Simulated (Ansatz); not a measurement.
# C2H5CdF: how energies converge with the basis set

One table from this session's results is given with a row withheld; the runs are named, their logs left out.

Method: one geometry, several basis sets; program: Ansatz 0.2.0, Gaussian basis.

The runs, in order: PBE0-D4/def2-SVP; ωB97M-V/def2-SVP; PBE0-D4/def2-QZVPP; ωB97M-V/def2-QZVPP; the functionals' def2-TZVPP values are taken from earlier runs.

## The relaxed structure

An earlier PBE0-D4 in a triple-zeta def2 set relaxation fixed the geometry. Cd takes the def2 core potential; no spin-orbit term is included.

9 atoms, charge 0, spin multiplicity 1.

Atoms are counted from 1 here; the program's logs count them from 0.

Bond lengths: C1–C2 1.522 Å, C1–H5 1.092 Å, C1–H6 1.092 Å, C1–H7 1.095 Å, C2–Cd3 2.097 Å, C2–H8 1.092 Å, C2–H9 1.092 Å, Cd3–F4 1.950 Å. Angles: C2–C1–H5 112.2°, C2–C1–H6 112.2°, C2–C1–H7 110.8°, H5–C1–H6 107.3°, H5–C1–H7 107.1°, H6–C1–H7 107.1°, C1–C2–Cd3 114.8°, C1–C2–H8 111.1°, C1–C2–H9 111.1°, Cd3–C2–H8 106.4°, Cd3–C2–H9 106.4°, H8–C2–H9 106.7°, C2–Cd3–F4 179.9°.

The first run:

The input, in.yaml:

```yaml
crystal:
  periodic: [false, false, false]
  atoms:
    - {symbol: C, position_ang: [-0.514322, 1.056236, -0.163880]}
    - {symbol: C, position_ang: [0.134016, -0.054938, 0.649747]}
    - {symbol: Cd, position_ang: [0.744493, -1.720649, -0.467602]}
    - {symbol: F, position_ang: [1.314001, -3.272341, -1.503022]}
    - {symbol: H, position_ang: [0.160247, 1.459270, -0.922527]}
    - {symbol: H, position_ang: [-1.416227, 0.717921, -0.678795]}
    - {symbol: H, position_ang: [-0.806975, 1.890991, 0.482274]}
    - {symbol: H, position_ang: [1.022392, 0.307997, 1.171835]}
    - {symbol: H, position_ang: [-0.549127, -0.430987, 1.414870]}
basis:
  gaussian: {orbitals: def2-SVP}
hamiltonian: {xc: pbe0, dispersion: d4}
output: {orbitals: {seedname: orbitals}}
```

Run with:

```sh
> ansatz run in.yaml --threads 4 --pin off --events-out ev --progress --plain --max-ram 10444MiB
```

Steps of the session up to this table: PBE0-D4 in def2-SVP; ωB97M-V in def2-SVP; PBE0-D4 in def2-QZVPP; ωB97M-V in def2-QZVPP.

One of the session's tables, all rows but one given; the rest of the session is left out.

It belongs to the step «Density functionals: the series». 

```
functional       basis  HOMO (eV)
   PBE0-D4    def2-SVP      -7.72
   PBE0-D4  def2-TZVPP      -7.82
   PBE0-D4  def2-QZVPP      -7.82
   ωB97M-V    def2-SVP          ?
   ωB97M-V  def2-TZVPP      -9.95
   ωB97M-V  def2-QZVPP      -9.95
```

Q: Estimate the row for ωB97M-V, def2-SVP from the others.

**Answer.** HOMO (eV): -9.83. In the column «HOMO (eV)» it lies between ωB97M-V, def2-QZVPP (-9.95) and PBE0-D4, def2-TZVPP (-7.82).
